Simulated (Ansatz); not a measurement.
BiS:

```
Bi S
1.0
     4.00294    0.00000    0.00000
     0.00000    4.00294    0.00000
     0.00000    0.00000    4.00294
Bi S
1 1
Direct
  0.50000 0.50000 0.50000
  0.00000 0.00000 0.00000
```

The cell was built by a generator and needn't be a form met in nature.

```yaml
Program: Ansatz 0.2.0
Task: relaxation of cell and atoms
Functional: RPBE
Potentials_or_basis: Ansatz PAW
Cutoff: "420 eV (not typed: the program's choice for these potentials)"
k_mesh: 7 × 7 × 7
Occupations: fermi-dirac, width 0.05 eV
Spin: no spin polarisation
```

At the start: volume 32.07 Å³/atom.

**Question.** Where does the relaxation end?

**Answer.** It ends after 6 steps and the volume is 23.88 Å³/atom (-25.5 %); space group Pm-3m (No. 221, to 0.05 Å).

Step by step:
| step | energy change (eV) | largest force (eV/Å) | volume (Å³) |
| --- | --- | --- | --- |
| 1 | 0.0000 | 0.0000 | 64.14 |
| 2 | -0.4776 | 0.0000 | 55.21 |
| 3 | -0.6589 | 0.0000 | 47.15 |
| 4 | -0.6603 | 0.0000 | 47.94 |
| 5 | -0.6604 | 0.0000 | 47.77 |
| 6 | -0.6588 | 0.0000 | 47.77 |

Final structure:
```xyz
2
Lattice="3.6284 0.0000 0.0000 0.0000 3.6284 0.0000 0.0000 0.0000 3.6284" Properties=species:S:1:pos:R:3 pbc="T T T"
Bi    1.8142    1.8142    1.8142
S     0.0000    0.0000    0.0000
```

Caveat: the volume moved by over 15 % at a fixed basis, so the end points are rough; the plane-wave basis is chosen anew once the cell has moved, so the energies of steps on either side of that aren't comparable; the PAW data sets come from PBE, with cores solved anew for the run's functional, which leaves a small shift of forces and pressure.
